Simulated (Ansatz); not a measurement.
Crystal: CdNiSe3.

```xyz
5
Lattice="4.7674 0.0000 0.0000 0.0000 4.7674 0.0000 0.0000 0.0000 4.7674" Properties=species:S:1:pos:R:3 pbc="T T T"
Cd    2.3837    2.3837    2.3837
Ni    0.0000    0.0000    0.0000
Se    2.3837    0.0000    0.0000
Se    0.0000    2.3837    0.0000
Se    0.0000    0.0000    2.3837
```

The cell was built by a generator and needn't be a form met in nature.

```yaml
Program: Ansatz 0.2.0
Task: relaxation of cell and atoms
Functional: PBEsol
Potentials_or_basis: Ansatz PAW
Cutoff: "420 eV (not typed: the program's choice for these potentials)"
k_mesh: 5 × 5 × 5
Occupations: fermi-dirac, width 0.05 eV
Spin: collinear spin, ferromagnetic start
Starting_moments: "[0.0, 1.0, 0.0, 0.0, 0.0] μB"
```

At the start: volume 21.67 Å³/atom.

**Question.** How do energy, volume and symmetry change on relaxing?

**Answer.** It ends after 5 steps and the volume is 20.46 Å³/atom (-5.6 %); space group Pm-3m (No. 221, to 0.05 Å); moment 0.00 μB per cell.

Step by step:
| step | energy change (eV) | largest force (eV/Å) | volume (Å³) |
| --- | --- | --- | --- |
| 1 | 0.0000 | 0.0000 | 108.35 |
| 2 | -0.0768 | 0.0000 | 103.19 |
| 3 | -0.0787 | 0.0000 | 102.22 |
| 4 | -0.0787 | 0.0000 | 102.32 |
| 5 | -0.0777 | 0.0000 | 102.32 |

Final structure:
```
CELL_PARAMETERS angstrom
4.67721 0.00000 0.00000
0.00000 4.67721 0.00000
0.00000 0.00000 4.67721
ATOMIC_POSITIONS crystal
Cd 0.50000 0.50000 0.50000
Ni 0.00000 0.00000 0.00000
Se 0.50000 0.00000 0.00000
Se 0.00000 0.50000 0.00000
Se 0.00000 0.00000 0.50000
```

Caveat: the plane-wave basis is chosen anew once the cell has moved, so the energies of steps on either side of that aren't comparable; the PAW data sets come from PBE, with cores solved anew for the run's functional, which leaves a small shift of forces and pressure; the starting moments weren't kept.
